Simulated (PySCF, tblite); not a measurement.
# C₆H₁₀OSi: geometry, infrared bands and NMR shifts

Aim: predict the infrared bands and NMR shifts of C₆H₁₀OSi (`C=CC[Si@H](O)C#CC`).

Programs: tblite 0.8.0 and PySCF 2.14.0, with density-fitted response routines of our own. Each step states its level of theory. These are calculated values for one molecule in the gas phase, unless marked as measured. Atoms are numbered from 0 throughout.

## (1) Starting geometry

18 atoms, charge 0, multiplicity 1; geometry from: force field or distance geometry start.

Bonds of the start (Å): C0–C1 1.33, C1–C2 1.52, C2–Si3 1.88, Si3–O4 1.68, Si3–C5 1.87, C5–C6 1.21, C6–C7 1.47, C0–H8 1.09, C0–H9 1.09, C1–H10 1.08, C2–H11 1.11, C2–H12 1.08, Si3–H13 1.49, O4–H14 0.98, C7–H15 1.10, C7–H16 1.09, C7–H17 1.09.

## (2) Relaxing the molecule with GFN2-xTB

What the job is given:

```
{"job": {"kind": "relax", "xc": "GFN2-xTB", "basis": "xTB"}, "charge": 0, "multiplicity": 1}
C     -3.185400     0.708400    -0.120400
C     -1.943600     0.448600    -0.512600
C     -1.394200    -0.951100    -0.723800
Si     0.009200    -1.449500     0.422600
O     -0.474500    -1.433000     2.034400
C      1.490800    -0.329400     0.176100
C      2.443000     0.397600     0.018800
C      3.604900     1.276000    -0.161100
H     -3.524500     1.733000     0.010300
H     -3.920500    -0.078600     0.073300
H     -1.264200     1.274100    -0.697100
H     -2.208800    -1.691400    -0.620600
H     -1.049700    -1.016100    -1.750500
H      0.405500    -2.849300     0.100900
H     -0.711700    -0.544800     2.368500
H      4.091200     1.473000     0.801800
H      4.330900     0.815400    -0.834200
H      3.292900     2.223500    -0.597800
```

Started as:

```sh
$ OMP_NUM_THREADS=1 python probes_run.py task.json out
```

This one command runs all jobs of the session in turn.

**Question.** This job is followed by: GFN2-xTB harmonic vibrations, gas phase; GIAO PBE0/pcSseg-1 NMR shielding, non-relativistic, gas phase. What will the session give for the following? strongest single infrared mode (GFN2-xTB); zero-point energy (GFN2-xTB); 13C shifts against TMS (PBE0/pcSseg-1); 1H shifts against TMS (PBE0/pcSseg-1, means over atoms taken as alike); 29Si shifts against TMS (PBE0/pcSseg-1); 17O shifts against H2O (PBE0/pcSseg-1).

As calculated:

| quantity | value |
| --- | --- |
| strongest single infrared mode (GFN2-xTB) | 810 cm⁻¹, 382 km/mol |
| zero-point energy (GFN2-xTB) | 86.3 kcal/mol |
| 13C shifts against TMS (PBE0/pcSseg-1) | 143.2, 119.3, 110.5, 87.5, 30.7, 5.7 ppm |
| 1H shifts against TMS (PBE0/pcSseg-1, means over atoms taken as alike) | 6.38, 5.26, 5.25, 4.83, 2.11, 2.05, 1.78, 1.74 ppm |
| 29Si shifts against TMS (PBE0/pcSseg-1) | -43.5 ppm |
| 17O shifts against H2O (PBE0/pcSseg-1) | 23.6 ppm |

**Reading.** Relaxing lowered the energy by 0.169 eV in 75 steps; the close pair that moved most is Si3–O4, from 1.683 to 1.628 Å. The lowest mode is imaginary (31i cm⁻¹), so the xTB geometry is not a minimum. The strongest single mode, at 810 cm⁻¹, moves mainly H14. GFN2-xTB is a fitted tight-binding method: band positions and strengths are rough. Its intensities can rank the bands wrongly. C1 (alkene CH) lies farthest downfield among carbon, at 143.2 ppm; an sp2 carbon of a C=C bond. H10 (hydrogen on an alkene CH) lies farthest downfield among hydrogen, at 6.38 ppm; olefinic region. At PBE0/pcSseg-1: Shielding is most anisotropic at C6 (span 282 ppm, paramagnetic term -199 ppm).
